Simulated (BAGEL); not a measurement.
# C2H2FSi (SMILES C#C[SiH]F) at UHF/def2-SVPD (density fitting with qzvpp-jkfit)

Aim: the vertical doublet–quartet gap of C2H2FSi at UHF/def2-SVPD (density fitting with qzvpp-jkfit), from 2 runs. 

The calculation is run with BAGEL 1.2.2.

1 further run of the same task is left out (set aside as unsound or not needed). Runs told in other sessions of the task aren't counted.

### Step 1. The structure to begin with

The species is C2H2FSi (6 atoms), meant as a doublet with charge 0. SMILES: `C#C[SiH]F`. The coordinates come from a PBE0-D4/def2-TZVP relaxation.

Bond lengths: C1–C2 1.209 Å, C2–Si3 1.806 Å, Si3–F4 1.599 Å, C1–H5 1.066 Å, Si3–H6 1.485 Å. Angles: C1–C2–Si3 173.2°, C2–Si3–F4 109.8°, C2–C1–H5 179.1°, C2–Si3–H6 111.2°, F4–Si3–H6 108.3°.

### Step 2. A single-point energy at UHF/def2-SVPD (density fitting with qzvpp-jkfit)

Contents of input.json:

```json
{ "bagel": [

{
  "title": "molecule",
  "basis": "def2-svpd.json",
  "df_basis": "qzvpp-jkfit",
  "angstrom": "true",
  "geometry": [
    { "atom": "C", "xyz": [    0.118100,   -0.680000,   -1.605700 ] },
    { "atom": "C", "xyz": [    0.120400,   -0.213700,   -0.490100 ] },
    { "atom": "Si", "xyz": [    0.338300,    0.466700,    1.168800 ] },
    { "atom": "F", "xyz": [   -0.478000,   -0.412300,    2.226800 ] },
    { "atom": "H", "xyz": [    0.100300,   -1.089200,   -2.590300 ] },
    { "atom": "H", "xyz": [   -0.157100,    1.864400,    1.244300 ] }
  ]
},
{ "title": "uhf", "nopen": 1 },
{ "title": "print", "file": "orbitals.molden", "orbitals": "true" }

]}
```

The basis set def2-SVPD is read from a file made from the Basis Set Exchange's data (not shown).

The run is started by

```console
$ BAGEL_NUM_THREADS=1 BAGEL input.json > input.out
```

The log of the run, shortened:

```text
* using 1 threads per process

  ===============================================================
  ===============================================================

  *** Geometry ***

  { "atom" : "C", "xyz" : [      0.223177,     -1.285014,     -3.034333 ] },
  { "atom" : "C", "xyz" : [      0.227523,     -0.403834,     -0.926155 ] },
  { "atom" : "Si", "xyz" : [      0.639294,      0.881935,      2.208712 ] },
  { "atom" : "F", "xyz" : [     -0.903289,     -0.779134,      4.208042 ] },
  { "atom" : "H", "xyz" : [      0.189540,     -2.058290,     -4.894958 ] },
  { "atom" : "H", "xyz" : [     -0.296876,      3.523205,      2.351386 ] },

  Number of auxiliary basis functions:      391

  Since a DF basis is specified, we compute 2- and 3-index integrals:
    o Being stored without compression. Storage requirement is 0.033 GB

  Number of basis functions:      103
  Number of electrons      :       37

    * METHOD: MOLECULE                             0.17

  *** Open-shell HF ***

  === Nuclear Repulsion ===
   130.5760007012

      * DIIS with orbital gradients will be used.

  === UHF iteration (def2-svpd.json) ===
      0       -464.71347192          0.04028918           0.13
      1       -464.89608421          0.02966486           0.13
      2       -464.96510047          0.01757397           0.13
      3       -465.00975150          0.00191823           0.13
      4       -465.01084287          0.00097757           0.12
      5       -465.01118658          0.00031602           0.12
      6       -465.01126788          0.00013301           0.12
      7       -465.01130944          0.00006727           0.13
      8       -465.01135152          0.00004170           0.13
      9       -465.01139128          0.00003255           0.13
     10       -465.01142217          0.00002695           0.13
     11       -465.01147510          0.00002076           0.13
     12       -465.01151078          0.00001888           0.13
     13       -465.01155705          0.00001537           0.12
     14       -465.01161608          0.00001170           0.13
     15       -465.01165074          0.00000718           0.13
     16       -465.01166361          0.00000419           0.13
     17       -465.01166816          0.00000314           0.13
     18       -465.01167009          0.00000265           0.13
     19       -465.01167287          0.00000210           0.13
     20       -465.01167483          0.00000189           0.13
     21       -465.01167588          0.00000163           0.13
     22       -465.01167654          0.00000131           0.13
     23       -465.01167677          0.00000085           0.13
     24       -465.01167684          0.00000056           0.13
     25       -465.01167687          0.00000041           0.13
     26       -465.01167688          0.00000026           0.13
[... 13 lines of this table left out ...]
     40       -465.01167695          0.00000004           0.13
     41       -465.01167695          0.00000004           0.13
     42       -465.01167695          0.00000004           0.13
     43       -465.01167695          0.00000003           0.13
     44       -465.01167695          0.00000003           0.13
     45       -465.01167695          0.00000003           0.13
     46       -465.01167695          0.00000002           0.13
     47       -465.01167695          0.00000002           0.13
     48       -465.01167695          0.00000001           0.13
     49       -465.01167695          0.00000001           0.13
     50       -465.01167695          0.00000001           0.13
     51       -465.01167695          0.00000001           0.13
     52       -465.01167695          0.00000001           0.13
    * SCF iteration converged.

    * S^2 (UHF) is 0.8198

    * Permanent dipole moment:
           (   -0.283213,    -0.174158,     0.709799) a.u.

    * METHOD: UHF                                  6.94

    * METHOD: PRINT                                0.02

  ===============================================================
```

It took 7.5 s on 1 thread of Arm Neoverse V1, shared host; peak memory 0.11 GiB.

### Step 3. The quartet at the same level

Contents of job.json:

```json
{ "bagel": [

{
  "title": "molecule",
  "basis": "def2-svpd.json",
  "df_basis": "qzvpp-jkfit",
  "angstrom": true,
  "geometry": [
    { "atom": "C", "xyz": [    0.118100,   -0.680000,   -1.605700 ] },
    { "atom": "C", "xyz": [    0.120400,   -0.213700,   -0.490100 ] },
    { "atom": "Si", "xyz": [    0.338300,    0.466700,    1.168800 ] },
    { "atom": "F", "xyz": [   -0.478000,   -0.412300,    2.226800 ] },
    { "atom": "H", "xyz": [    0.100300,   -1.089200,   -2.590300 ] },
    { "atom": "H", "xyz": [   -0.157100,    1.864400,    1.244300 ] }
  ]
},
{
  "title": "uhf",
  "nopen": 3
},
{
  "title": "print",
  "file": "orbitals.molden",
  "orbitals": true
}

]}
```

The basis set def2-SVPD is read from a file made from the Basis Set Exchange's data (not shown).

The run is started by

```console
$ BAGEL_NUM_THREADS=1 BAGEL job.json > job.out
```

The log of the run:

```text
* using 1 threads per process

  ===============================================================
  ===============================================================

  *** Geometry ***

  { "atom" : "C", "xyz" : [      0.223177,     -1.285014,     -3.034333 ] },
  { "atom" : "C", "xyz" : [      0.227523,     -0.403834,     -0.926155 ] },
  { "atom" : "Si", "xyz" : [      0.639294,      0.881935,      2.208712 ] },
  { "atom" : "F", "xyz" : [     -0.903289,     -0.779134,      4.208042 ] },
  { "atom" : "H", "xyz" : [      0.189540,     -2.058290,     -4.894958 ] },
  { "atom" : "H", "xyz" : [     -0.296876,      3.523205,      2.351386 ] },

  Number of auxiliary basis functions:      391

  Since a DF basis is specified, we compute 2- and 3-index integrals:
    o Being stored without compression. Storage requirement is 0.033 GB

  Number of basis functions:      103
  Number of electrons      :       37

    * METHOD: MOLECULE                             0.17

  *** Open-shell HF ***

  === Nuclear Repulsion ===
   130.5760007012

      * DIIS with orbital gradients will be used.

  === UHF iteration (def2-svpd.json) ===
      0       -464.52083277          0.03838135           0.12
      1       -464.70761529          0.02996022           0.13
      2       -464.79097512          0.01770617           0.13
      3       -464.84181056          0.00251485           0.13
      4       -464.84705321          0.00152823           0.13
      5       -464.85017725          0.00116060           0.13
      6       -464.85274948          0.00075472           0.13
      7       -464.85407386          0.00048133           0.13
      8       -464.85461897          0.00029831           0.13
      9       -464.85481099          0.00018847           0.13
     10       -464.85486268          0.00014597           0.13
     11       -464.85489520          0.00013028           0.13
     12       -464.85492319          0.00012565           0.13
     13       -464.85496572          0.00012081           0.13
     14       -464.85508334          0.00010773           0.13
     15       -464.85518919          0.00009377           0.13
     16       -464.85525601          0.00008044           0.13
     17       -464.85530642          0.00006627           0.13
     18       -464.85533223          0.00005351           0.13
     19       -464.85534701          0.00004162           0.13
     20       -464.85535497          0.00002874           0.13
     21       -464.85535918          0.00001978           0.13
     22       -464.85536257          0.00001526           0.13
     23       -464.85536376          0.00001287           0.13
     24       -464.85536538          0.00000923           0.13
     25       -464.85536641          0.00000697           0.13
     26       -464.85536698          0.00000544           0.13
     27       -464.85536723          0.00000427           0.13
     28       -464.85536731          0.00000368           0.12
     29       -464.85536744          0.00000235           0.12
     30       -464.85536747          0.00000147           0.12
     31       -464.85536748          0.00000084           0.13
     32       -464.85536749          0.00000045           0.13
     33       -464.85536749          0.00000031           0.13
     34       -464.85536749          0.00000024           0.13
     35       -464.85536749          0.00000022           0.13
     36       -464.85536749          0.00000020           0.13
     37       -464.85536749          0.00000016           0.13
     38       -464.85536749          0.00000014           0.13
     39       -464.85536749          0.00000011           0.13
     40       -464.85536749          0.00000009           0.13
     41       -464.85536749          0.00000006           0.13
     42       -464.85536749          0.00000003           0.13
     43       -464.85536749          0.00000002           0.13
     44       -464.85536749          0.00000001           0.13
     45       -464.85536749          0.00000001           0.13
    * SCF iteration converged.

    * S^2 (UHF) is 3.7949

    * Permanent dipole moment:
           (   -0.255775,    -0.093929,     0.905317) a.u.

    * METHOD: UHF                                  6.06

    * METHOD: PRINT                                0.02

  ===============================================================
```

Run time: 6.6 s. Hardware: 1 thread of Arm Neoverse V1, shared host; peak memory 0.11 GiB.

### Step 4. Results

At UHF/def2-SVPD (density fitting with qzvpp-jkfit):

| quantity | value |
| --- | --- |
| doublet: total energy | -465.01168 Eh |
| doublet: dipole moment | 1.99 D |
| doublet: ⟨S²⟩ | 0.820 |
| quartet: total energy | -464.85537 Eh |
| quartet: dipole moment | 2.40 D |
| quartet: ⟨S²⟩ | 3.795 |
| vertical energy of the quartet above the doublet | 4.253 eV |

What this shows: At this shape the quartet lies 4.25 eV (98 kcal/mol) above the doublet.
